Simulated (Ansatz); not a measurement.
# AsH₄+ (singlet): from Hartree-Fock to the top rungs at a displaced geometry (v1), cc-pVTZ

Aim: climb from Hartree-Fock through coupled cluster and multireference methods for AsH₄+ (singlet) at one geometry and basis, and see what each rung misses.

Method: cc-pVTZ, core rule «outside noble gas», up to 14 orbitals frozen; program: Ansatz 0.2.0, Gaussian basis.

Plan: UHF; CCSD(T) on RHF; BCCD(T) on RHF; CCSDT(Q) on RHF; CASSCF and NEVPT2, 8 electrons in 8 orbitals.

11 further runs of the same task are left out: 4 that didn't finish, 7 set aside as unsound or not needed. Runs told in other sessions of the task aren't counted.

### 1 The geometry

The geometry is a PBE0/def2-TZVP stationary point (not a proven minimum) with its atoms shifted at random (size 0.040 Å). No spin-orbit coupling is included. The filled d shell of As may be among the frozen orbitals whatever the setting's name suggests.

5 atoms, charge 1, spin multiplicity 1.

Atoms are counted from 1 here; the program's logs count them from 0.

Bond lengths: As1–H2 1.474 Å, As1–H3 1.407 Å, As1–H4 1.526 Å, As1–H5 1.484 Å. Angles: H2–As1–H3 109.8°, H2–As1–H4 111.6°, H2–As1–H5 113.4°, H3–As1–H4 107.8°, H3–As1–H5 108.7°, H4–As1–H5 105.3°.

Coordinates:

```xyz
5
AsH4
As    0.00137   -0.00005    0.00210
H     0.85961    0.84561    0.85108
H    -0.81408   -0.81477    0.80886
H    -0.91236    0.83917   -0.88591
H     0.76493   -0.86630   -0.92997
```

### 2 UHF

Input file in.yaml:

```yaml
crystal:
  periodic: [false, false, false]
  atoms:
    - {symbol: As, position_ang: [0.001371, -0.000050, 0.002098]}
    - {symbol: H, position_ang: [0.859614, 0.845605, 0.851077]}
    - {symbol: H, position_ang: [-0.814084, -0.814766, 0.808864]}
    - {symbol: H, position_ang: [-0.912358, 0.839172, -0.885910]}
    - {symbol: H, position_ang: [0.764933, -0.866300, -0.929975]}
basis:
  gaussian: {orbitals: cc-pVTZ}
total_charge: 1
magnetization: {spin_polarized: true, initial_magnetization: 0}
hamiltonian: {xc: hf}
output: {orbitals: {seedname: orbitals}}
```

Run with:

```sh
> ansatz run in.yaml --threads 1 --pin off --events-out ev --progress --plain --max-ram 2393MiB
```

The runs that follow: CCSD(T) on RHF; BCCD(T) on RHF; CCSDT(Q) on RHF; CASSCF and NEVPT2, 8 electrons in 8 orbitals.

**Question.** What will the summary of the whole plan be? Wanted: RCCSDT(Q) from the RHF energy; RMP2 from RCCSDT(Q); RCCSD from RCCSDT(Q); RCCSD(T) from RCCSDT(Q); NEVPT2 valence from RCCSDT(Q); T1 diagnostic; effectively unpaired electrons.

**Answer**, as computed:

```
                         quantity                      value
    RCCSDT(Q) from the RHF energy                 -4.9612 eV
              RMP2 from RCCSDT(Q)                 +903.6 meV
             RCCSD from RCCSDT(Q)                 +137.6 meV
          RCCSD(T) from RCCSDT(Q)                  +21.2 meV
    NEVPT2 valence from RCCSDT(Q)                 +846.3 meV
levels within 1 kcal/mol (43 meV)  RCCSD(T), BCCD(T), RCCSDT
                    T1 diagnostic                      0.009
   effectively unpaired electrons                       0.02
```

RCCSD(T) lands +21.2 meV from the yardstick (0.4 % of the correlation energy). One determinant dominates. These misses are within one basis, not against nature.
